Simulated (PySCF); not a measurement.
# C3H8BNO: the cost of one run

Computed with PySCF 2.14.0, with density-fitted response routines of our own, on a single molecule in the gas phase. Atoms are numbered from 0 throughout.

## (1) The starting structure

14 atoms, charge 0, multiplicity 1; geometry from: PBE0-D3(BJ)/def2-SVP.

Bonds of the start (Å): C0–C1 1.34, C1–C2 1.52, C2–N3 1.47, N3–B4 1.65, B4–O5 1.47, O5–C1 1.33, C0–H6 1.09, C0–H7 1.09, C2–H8 1.10, C2–H9 1.10, N3–H10 1.02, N3–H11 1.02, B4–H12 1.22, B4–H13 1.23.

## (2) Core-electron binding energies: SCAN, X2C

The job: settings as JSON, then the geometry in Å.

```
{"job": {"kind": "xps"}, "charge": 0, "multiplicity": 1}
C      1.820980     1.308615     0.440671
C      0.658153     0.676346     0.233007
C      0.510291    -0.828314     0.125526
N     -0.746528    -0.985393    -0.630051
B     -1.628802     0.288398    -0.068946
O     -0.530275     1.253590     0.084212
H      2.750505     0.743774     0.513621
H      1.847420     2.392978     0.551904
H      1.364129    -1.329400    -0.350829
H      0.347930    -1.266498     1.122734
H     -1.205359    -1.881286    -0.472644
H     -0.586943    -0.880636    -1.633608
H     -2.445957     0.609701    -0.914695
H     -2.108433    -0.110247     0.989873
```

Level: delta-SCF UKS SCAN, pcX-2 on the ionised atom, pcseg-1 elsewhere, spin-free X2C.

Started as:

```console
> OMP_NUM_THREADS=1 python probes_run.py task.json out
```

One launch serves the whole session: the jobs run in the order shown.

**Question.** How long does this first job take on 1 thread of Arm Neoverse V1, shared host, and how much memory does it need?

About 60 s, with a peak of 0.6 GiB.
